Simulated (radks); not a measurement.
**Valence configurations of Bi⁺**

An exercise on one series of results from a longer session: the logs are not shown, and one member is left open.

The numbers are computed with radks (a radial shooting solver on a logarithmic mesh, Libxc functionals) version 1 (Dirac Kohn-Sham, LDA (Slater exchange, Perdew-Wang correlation), spin-unpolarised, spherical densities, point nucleus; open shells fill j = l - 1/2 first), except any that are marked as measured or tabulated.

## The system

* element: bismuth (Z = 83)
* charge: +1
* electrons: 82
* configuration: [Hg] 6p2
* others tried: [Xe] 4f14 5d9.5 6s2 6p2.5; [Xe] 4f13 5d10 6s2 6p3; [Xe] 4f14 5d10 6s1 6p3; [Xe] 4f13.5 5d10 6s1 6p3.5; [Xe] 4f14 5d8.5 6s2 6p3.5; [Xe] 4f11 5d10 6s2 6p5; [Xe] 4f13.5 5d10 6s2 6p2.5; [Xe] 4f13 5d10 6s1 6p4; [Xe] 4f14 5d10 6s1.5 6p2.5

The first run:

Input:

```text
Z 83
configuration [Hg] 6p2
relativity Dirac
functional lda,pw
spin unpolarised
j_filling energy
nucleus point
c 137.035999084
```

Steps of the session up to this table: [Hg] 6p2.

One of the session's tables, all rows but one given; the rest of the session is left out.

It belongs to the step «[Hg] 6p2». From the orbitals of this run (lengths in bohr):

| level | <r> | outermost maximum (interpolated) | 90 % within | nodes |
| --- | --- | --- | --- | --- |
| 4f7/2 | 0.4443 | 0.344 | 0.703 | 0 |
| 5p1/2 | 0.8843 | 0.806 | 1.27 | 3 |
| 5p3/2 | 0.9749 | 0.883 | 1.41 | 3 |
| 5d3/2 | 1.211 | 1.02 | 1.82 | 2 |
| 5d5/2 | 1.255 | 1.05 | 1.89 | 2 |
| 6s1/2 | ? | ? | ? | ? |
| 6p1/2 | 2.586 | 2.18 | 3.83 | 4 |
| 6p3/2 | 2.913 | 2.46 | 4.31 | 4 |

Q: Estimate the row for 6s1/2 from the others.

**Answer.** <r>: 2.134; outermost maximum (interpolated): 1.86; 90 % within: 3.10; nodes: 5. In the column «<r>» it lies between 5d5/2 (1.255) and 6p1/2 (2.586).
